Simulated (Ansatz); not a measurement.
## GeH₆SSi₂, SMILES [SiH2]1[SiH2][GeH2][S]1: a ladder of methods at one geometry

Computed with Ansatz 0.2.0, Python API.

The script reads `geh6ssi2.xyz`:
```text
10

Si   -1.20540    0.67840   -0.62940
Si   -0.24900   -1.15940   -0.05160
Ge    1.40400    0.21380    0.66050
S     0.39930    2.05510    0.03380
H    -1.42610    0.80270   -2.11610
H    -2.49080    0.95390    0.12300
H     0.18510   -1.97070   -1.20100
H    -0.88520   -1.82520    1.05220
H     1.61200    0.17610    2.25590
H     2.73910    0.02420   -0.12430
```

`geh6ssi2_methods.py`:
```python
"""One geometry of GeH6SSi2, method by method."""

import ansatz as az

params = {
    "basis": "def2-SVP",
}

mol = az.Crystal.molecule_from_extxyz("geh6ssi2.xyz")

calculation = mol.calculation().basis(gaussian=params["basis"])

methods = ["mp2", "ccsd", "ccsd_t"]
reports = [calculation.correlation(m).run(threads=1, backend="cpu").report for m in methods]
print(f"Hartree-Fock reference {reports[0]['reference_energy_ev'] / 27.211386246:.6f} Ha")
best = reports[-1]["free_energy_ev"] - reports[-1]["reference_energy_ev"]
for method, each in zip(methods, reports):
    gained = each["free_energy_ev"] - each["reference_energy_ev"]
    print(f"{method:8s} total {each['free_energy_ev'] / 27.211386246:.6f} Ha  correlation {gained:9.4f} eV  ({100 * gained / best:.1f} % of the last)")
```

```console
$ python geh6ssi2_methods.py
Hartree-Fock reference -3053.695055 Ha
mp2      total -3054.250401 Ha  correlation  -15.1117 eV  (88.5 % of the last)
ccsd     total -3054.302448 Ha  correlation  -16.5280 eV  (96.8 % of the last)
ccsd_t   total -3054.322581 Ha  correlation  -17.0759 eV  (100.0 % of the last)
```

Notes:
- Total energies depend on the basis set; only differences at equal settings carry meaning.
- The geometry is a force-field or estimated start, not a minimum of this method, and the basis set is short of its limit. A lower total doesn't mark the better method: functionals have no common bound, and MP2 and coupled cluster aren't variational.
- Inner cores stay frozen; a filled d shell under the valence of the heavier atoms is correlated with it.
- Timing: 31 s on 1 thread of Arm Neoverse V2, with other jobs on the host, peak memory 0.55 GiB.
